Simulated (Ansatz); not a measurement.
CH6BFGe, SMILES B[CH](F)[GeH3], a rigid scan of one bond length

Run with the Python package of Ansatz (0.2.0).

`ch6bfge_scan.py`:
```python
"""Stretching a bond of CH6BFGe, the rest held rigid."""

import logging
import sys

import ansatz as az
import numpy as np

logging.basicConfig(stream=sys.stdout, format="%(levelname)s %(message)s")
logger = logging.getLogger("ch6bfge")
logger.setLevel(logging.INFO)

BASIS = "def2-SVP"
FUNCTIONAL = "pbe0"

GEOMETRY = """
B    -0.54800    1.19690   -0.76700
C     0.59380    0.25310   -0.43260
F     0.97330   -0.40050   -1.58990
Ge    0.07860   -1.03640    0.88130
H    -1.00250    1.31200   -1.90260
H    -1.07570    1.92770    0.06700
H     1.47400    0.83910   -0.01400
H     1.21390   -1.98760    1.21650
H    -0.44590   -0.29420    2.21330
H    -1.17830   -1.86130    0.33110
"""

molecule = az.Crystal.molecule()
for line in GEOMETRY.strip().splitlines():
    symbol, *xyz = line.split()
    molecule = molecule.atom(symbol, [float(v) for v in xyz])

symbols = [site.symbol for site in molecule.cartesian_sites]
start = np.array([site.position_ang for site in molecule.cartesian_sites])
axis = (start[6] - start[1]) / np.linalg.norm(start[6] - start[1])
moving = [6]
lengths, energies = [0.97, 1.05, 1.14, 1.25, 1.42, 1.71, 2.05, 2.5], []
for length in lengths:
    xyz = start.copy()
    xyz[moving] += (length - np.linalg.norm(start[6] - start[1])) * axis
    point = az.Crystal.molecule()
    for symbol, place in zip(symbols, xyz):
        point = point.atom(symbol, place.tolist())
    calc = point.calculation().basis(gaussian=BASIS).functional(FUNCTIONAL)
    r = calc.run().report
    energies.append(r["free_energy_ev"])
    logger.info(f"r = {length:6.3f} A  E = {energies[-1]:.5f} eV  <S^2> = {abs(r['mean_field']['state']['spin_squared']):.3f}")

print("energy above the lowest point (eV):", [round(e - min(energies), 3) for e in energies])
```

```console
$ python ch6bfge_scan.py
INFO r =  0.970 A  E = -61021.63305 eV  <S^2> = 0.000
INFO r =  1.050 A  E = -61021.97899 eV  <S^2> = 0.000
INFO r =  1.140 A  E = -61022.02739 eV  <S^2> = 0.000
INFO r =  1.250 A  E = -61021.79945 eV  <S^2> = 0.000
INFO r =  1.420 A  E = -61021.15716 eV  <S^2> = 0.000
INFO r =  1.710 A  E = -61019.89248 eV  <S^2> = 0.000
INFO r =  2.050 A  E = -61018.61058 eV  <S^2> = 0.000
INFO r =  2.500 A  E = -61017.38444 eV  <S^2> = 0.000
energy above the lowest point (eV): [0.394, 0.048, 0.0, 0.228, 0.87, 2.135, 3.417, 4.643]
```

Notes:
- Total energies depend on the basis set; only differences at equal settings carry meaning.
- The rest of the molecule is held rigid at a force-field or estimated start geometry, and the basis set is modest; single-reference methods fail as a bond breaks.
- The orbitals are restricted, so S² is zero by construction.
- Toward dissociation an unrestricted state can lie under the restricted one, by tenths of an eV for polar bonds under a functional and by 1 to 2 eV or more for others.
- Finished in 30 s on 1 thread of Arm Neoverse V1, on a shared host, peak memory 0.27 GiB.
